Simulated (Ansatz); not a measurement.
# Si3N4: the cost of one run

Method: DFT, PBE, plane-wave PAW, default files, scalar-relativistic, as far as a step names no other, in Ansatz 0.2.0.

## Step 1: The system as given

It takes space group P6_3/m (No. 176, hexagonal). Conventional cell: a = 7.609 Å, b = 7.609 Å, c = 2.908 Å, α = 90.00°, β = 90.00°, γ = 120.00°. Si (site symmetry m) is surrounded by 4 N at 1.71 to 1.79 Å. N (site symmetry -6) is surrounded by 3 Si at 1.73 Å. Around N (site symmetry m) lie 3 Si at 1.71 to 1.79 Å.

As a file:

```cif
data_structure
_symmetry_space_group_name_H-M 'P6_3/m'
_symmetry_Int_Tables_number 176
_cell_length_a 7.6093
_cell_length_b 7.6093
_cell_length_c 2.9079
_cell_angle_alpha 90.000
_cell_angle_beta 90.000
_cell_angle_gamma 120.000
_cell_volume 145.81
loop_
_atom_site_label
_atom_site_type_symbol
_atom_site_symmetry_multiplicity
_atom_site_Wyckoff_symbol
_atom_site_fract_x
_atom_site_fract_y
_atom_site_fract_z
_atom_site_occupancy
Si1 Si 6 h 0.17420 0.76780 0.25000 1
N1 N 2 c 0.33333 0.66667 0.25000 1
N2 N 6 h 0.32900 0.03900 0.25000 1
```

## Step 2: First run, atoms as given

input.yaml reads:

```yaml
crystal:
  lattice:
    - [7.6093, 0.0, 0.0]
    - [-3.80465, 6.589847105, 0.0]
    - [0.0, 0.0, 2.9079]
  atoms:
    - { symbol: Si, position: [0.1742, 0.7678, 0.25] }
    - { symbol: Si, position: [0.4064, 0.1742, 0.75] }
    - { symbol: Si, position: [0.2322, 0.4064, 0.25] }
    - { symbol: Si, position: [0.8258, 0.2322, 0.75] }
    - { symbol: Si, position: [0.5936, 0.8258, 0.25] }
    - { symbol: Si, position: [0.7678, 0.5936, 0.75] }
    - { symbol: "N", position: [0.3333333333, 0.6666666667, 0.25] }
    - { symbol: "N", position: [0.6666666667, 0.3333333333, 0.75] }
    - { symbol: "N", position: [0.329, 0.039, 0.25] }
    - { symbol: "N", position: [0.29, 0.329, 0.75] }
    - { symbol: "N", position: [0.961, 0.29, 0.25] }
    - { symbol: "N", position: [0.671, 0.961, 0.75] }
    - { symbol: "N", position: [0.71, 0.671, 0.25] }
    - { symbol: "N", position: [0.039, 0.71, 0.75] }
kpoints:
  mp_grid: { grid: [4, 4, 10] }
scf:
  occupations: { method: fermi_dirac, width: 0.02 }
hamiltonian:
  xc: pbe
  pseudopotentials: { kind: paw }
output:
  forces: true
  stress: true
  populations: true
  efg:
    quadrupole_moments_barn: { "N": 0.02044 }
    contact_densities: true
```

On the command line:

```sh
$ ansatz run input.yaml --threads 1 --pin off --max-ram 2560MiB --backend cpu --events-out ev --progress --plain --runs-dir out
```

What time and memory should one allow on 1 thread of Intel Xeon Platinum 8375C at 2.90GHz (Ice Lake), shared host?

About 22 s, with a peak of 0.49 GiB.
